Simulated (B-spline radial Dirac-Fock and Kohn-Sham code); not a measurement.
**An X-ray data sheet for Ge⁷⁺, step by step**

What does theory give for the Ge⁷⁺ ion? The session works out how cheaper methods do for the levels.

Program: B-spline radial Dirac-Fock and Kohn-Sham code, version 5. Model: a free atom or ion on a radial basis; each step names its model. All values are calculated, but those marked as tabulated.

### Step 1. The system

The Ge⁷⁺ ion, [Ar] 3d7.

| Quantity | Value |
| --- | --- |
| nuclear charge | 32 |
| electrons | 25 |
| mass number | 74 |
| nuclear rms radius | 4.0742 fm |

Outer shells as boxes (Hund's rule, for the drawing alone; heavy ions are jj-coupled, and the calculation averages over the configuration):

```
[Ar] core
3d [↑↓][↑↓][↑ ][↑ ][↑ ]
```

### Step 2. The levels by Dirac PBE

Model: Dirac-Kohn-Sham PBE, finite nucleus, spherical and without spin polarisation.

task.json holds this item:

```json
{
  "Z": 32,
  "q": 7,
  "cfg": [[1, 0, 2], [2, 0, 2], [2, 1, 6], [3, 0, 2], [3, 1, 6], [3, 2, 7]],
  "A": 74,
  "rrms": 4.0742,
  "tag": "ground",
  "do": ["pbe", "binding", "quiet"],
  "hv": [29.2, 32.4, 40.3, 244.0, 273.0, 587.0, 752.0, 830.0, 837.0, 906.0, 952.0, 1050.0, 1060.0, 1560.0, 1980.0, 2070.0, 2680.0, 7640.0, 13000.0, 21400.0, 32800.0, 59700.0, 61400.0, 127000.0],
  "s": [0, 0.05, 0.06, 0.07, 0.09, 0.1, 0.12, 0.15, 0.18, 0.21, 0.26, 0.31, 0.37, 0.44, 0.52, 0.63, 0.75, 0.9, 1.07, 1.28, 1.54, 1.84, 2.2],
  "pz": [0, 0.1, 0.2, 0.3, 0.4, 0.5, 0.6, 0.8, 1.0, 1.2, 1.4, 1.6, 1.8, 2.0, 2.5, 3.0, 4.0, 5.0, 7.0, 10.0, 15.0, 20.0, 30.0, 40.0, 60.0, 100.0],
  "hv_scatter": [1000, 2000, 10000, 20000, 30000, 50000, 100000, 1000000],
  "holes": ["K", "L1", "L2", "L3", "M1", "M2", "M3", "M4", "M5", "N1", "N2", "N3", "N4", "N5", "N6", "N7"]
}
```

Started as:

```
$ python xray_run.py task.json out
```

**Question.** What will these runs give? Wanted: Dirac PBE, K: eigenvalue / ΔSCF.

The runs gave:

| quantity | value |
| --- | --- |
| Dirac PBE, K: eigenvalue / ΔSCF | 11104.3 / 11309.4 eV |

Dirac PBE misses the K level by -1.5 % with its eigenvalue and by +0.4 % with ΔSCF, so total-energy differences mend most of the error. The Hartree-Fock and Dirac-Fock values hold no electron correlation.
